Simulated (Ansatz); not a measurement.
**BrGeH2N: how energies converge with the basis set**

An exercise on one series of results from a longer session: the logs are not shown, and one member is left open.

Method: one geometry, several basis sets; program: Ansatz 0.2.0, Gaussian basis.

Levels to be run: PBE0-D4/def2-SVP; ωB97M-V/def2-SVP; PBE0-D4/def2-QZVPP; ωB97M-V/def2-QZVPP; the functionals' def2-TZVPP values are taken from earlier runs.

**The geometry**

An earlier PBE0-D4 in a triple-zeta def2 set relaxation fixed the geometry.

SMILES `[NH2][Ge][Br]`, 5 atoms, charge 0, spin multiplicity 1.

Atoms are counted from 1 here; the program's logs count them from 0.

Bond lengths: N1–Ge2 1.811 Å, N1–H4 1.009 Å, N1–H5 1.009 Å, Ge2–Br3 2.372 Å. Angles: Ge2–N1–H4 124.7°, Ge2–N1–H5 122.0°, H4–N1–H5 113.4°, N1–Ge2–Br3 96.0°.

Set-up of the first run:

in.yaml reads:

```yaml
crystal:
  periodic: [false, false, false]
  atoms:
    - {symbol: N, position_ang: [-0.464267, 0.338238, -0.424346]}
    - {symbol: Ge, position_ang: [-0.367775, -1.144298, 0.610542]}
    - {symbol: Br, position_ang: [1.893887, -0.845815, 1.259880]}
    - {symbol: H, position_ang: [0.296186, 0.984233, -0.573613]}
    - {symbol: H, position_ang: [-1.308132, 0.594041, -0.913863]}
basis:
  gaussian: {orbitals: def2-SVP}
hamiltonian: {xc: pbe0, dispersion: d4}
output: {orbitals: {seedname: orbitals}}
```

Among the steps run: PBE0-D4 in def2-SVP; ωB97M-V in def2-SVP; PBE0-D4 in def2-QZVPP; ωB97M-V in def2-QZVPP.

One table of the session follows, with a row left open; its other results are not shown here.

It belongs to the step «Functionals by basis». 

| functional | basis | HOMO (eV) | LUMO (eV) |
| --- | --- | --- | --- |
| PBE0-D4 | def2-SVP | -7.25 | -1.76 |
| PBE0-D4 | def2-TZVPP | -7.39 | -1.91 |
| PBE0-D4 | def2-QZVPP | -7.43 | -1.98 |
| ωB97M-V | def2-SVP | -9.32 | 0.21 |
| ωB97M-V | def2-TZVPP | ? | ? |
| ωB97M-V | def2-QZVPP | -9.53 | -0.12 |

**Question.** Estimate the row for ωB97M-V, def2-TZVPP.

**Answer.** HOMO (eV): -9.48; LUMO (eV): 0.02. In the column «HOMO (eV)» it lies between ωB97M-V, def2-QZVPP (-9.53) and ωB97M-V, def2-SVP (-9.32).
